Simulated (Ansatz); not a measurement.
Wanted: the native input for an Ansatz 0.2.0 run.

```
Task                : relaxation of cell and atoms
Functional          : PBEsol
Potentials or basis : all-electron LAPW, scalar-relativistic
Basis error allowed : 0.002 eV/atom
k mesh              : 7 × 7 × 7
Occupations         : fermi-dirac, width 0.05 eV
Spin                : no spin polarisation
Target pressure     : 20 GPa
```

The system is TiPt3.

```
CELL_PARAMETERS angstrom
3.89700 0.00000 0.00000
0.00000 3.89700 0.00000
0.00000 0.00000 3.89700
ATOMIC_POSITIONS crystal
Pt 0.50000 0.50000 0.00000
Pt 0.50000 0.00000 0.50000
Pt 0.00000 0.50000 0.50000
Ti 0.00000 0.00000 0.00000
```

One way to write it, as run:

input.yaml

```yaml
crystal:
  lattice:
    - [3.897, 0.0, 0.0]
    - [0.0, 3.897, 0.0]
    - [0.0, 0.0, 3.897]
  atoms:
    - { symbol: Pt, position: [0.5, 0.5, 0.0] }
    - { symbol: Pt, position: [0.5, 0.0, 0.5] }
    - { symbol: Pt, position: [0.0, 0.5, 0.5] }
    - { symbol: Ti, position: [0.0, 0.0, 0.0] }
kpoints:
  mp_grid: { grid: [7, 7, 7] }
scf:
  occupations: { method: fermi_dirac, width: 0.05 }
hamiltonian:
  xc: pbesol
  pseudopotentials: { kind: all_electron, lapw: { basis_error: 0.002 } }
output:
  forces: true
  stress: true
relax:
  f_tol: 0.02
  max_steps: 60
  cell: { p_target: 20 }
```

Potentials or basis: all-electron LAPW, scalar-relativistic.

Launch:

```sh
$ ansatz run input.yaml --threads 2 --pin off --max-ram 8192MiB --backend cpu --events-out ev --progress --plain --runs-dir out
```

Results of the run:

| Property | Result |
| --- | --- |
| Relaxed volume | 13.90 Å³/atom |
| Relaxed cell | a = 3.817 Å, b = 3.817 Å, c = 3.817 Å, α = 90.00°, β = 90.00°, γ = 90.00° |
| Space group after relaxing (to 0.05 Å) | Pm-3m (No. 221) |
| Energy change on relaxing (the enthalpy is what falls) | +54.0 meV/atom |
| Ionic steps | 5 |
| Pressure after relaxing | 20.0 GPa |

Run time: 78 s on 2 threads of Arm Neoverse V2, on a shared host, peak memory 0.53 GiB.
